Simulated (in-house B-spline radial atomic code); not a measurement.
**Bi³⁰⁺: starting-point dependence of G0W0 and RPA**

G0W0 and RPA are one-shot methods. How much does the choice of start matter for Bi³⁰⁺?

Program: an in-house B-spline radial atomic code, version 1. Level of theory: RPA, second order, AC-SOSEX and G0W0 (contour deformation) on a scalar-relativistic mean field, all electrons; no spin-orbit coupling, Breit or QED terms, no two-electron picture change. These are calculated values, not measurements, unless marked.

## (1) Starting point

| Property | Result |
| --- | --- |
| element | bismuth (Z = 83) |
| charge | +30 |
| electrons | 53 |
| configuration | [Kr] 4d10 4f7 |
| Hamiltonian | scalar-relativistic (spin-free one-electron X2C), finite nucleus |
| starts | Hartree-Fock, PBE, ωB97X, PBE0, r2SCAN |

The outer shells:

Bi30+
```
[Kr] core
4d [↑↓][↑↓][↑↓][↑↓][↑↓]
4f [↑ ][↑ ][↑ ][↑ ][↑ ][↑ ][↑ ]
```

## (2) The run with the Hartree-Fock start

The run's settings:

```ini
Z = 83
electrons = 53.0
configuration = [Kr] 4d10 4f7
hamiltonian = x2c
method = hf
lmax = 9
rms_radius = 5.5211
spin_polarised = True
box_radius = 3.04
intervals = 61
```

Launch:

```sh
python run_gw.py task.json out
```

task.json lists these runs, among others, and the program works through them in turn.

Further steps of the session: The run with the PBE start; The run with the ωB97X start; The run with the PBE0 start; The run with the r2SCAN start.

Before running it: what results should come out? Wanted: highest level, mean field; highest level, G0W0; RPA correlation energy; RPA+SOSEX.

The runs gave:

| quantity | value |
| --- | --- |
| highest level, mean field (range over the runs) | -1118.09 to -1084.90 eV |
| highest level, G0W0 (range over the runs) | -1116.85 to -1116.31 eV |
| RPA correlation energy | -4.770 to -4.584 hartree |
| RPA+SOSEX | -3.4227 to -3.2875 hartree |
| tabulated theoretical ionisation energy (4f shell) | 1120.0 ± 60 eV (NIST Atomic Spectra Database, ionization energies) |
| G0W0 removal energy less that value | -3.69 to -3.15 eV |

Across the starts the mean-field level varies by 33.2 eV and the G0W0 level by 0.54 eV (1.6 % as much). Starts without exact exchange bind the level too weakly, through self-interaction, and G0W0 pulls it down by 30 to 32 eV. RPA gives the most correlation on PBE and the least on Hartree-Fock (3.9 % apart); over the runs it loosely follows the gap of the start, as smaller excitation energies give more correlation. All G0W0 removal energies agree with the tabulated theoretical ionisation energy, 1120.0 ± 60 eV, within its uncertainty. Read as a removal energy, the bare PBE level is off by -35.1 eV (-3.1 %) and the nearest bare level, Hartree-Fock's, by -1.91 eV. Spin-orbit coupling, which splits the 4f shell strongly in so heavy an element, is left out.
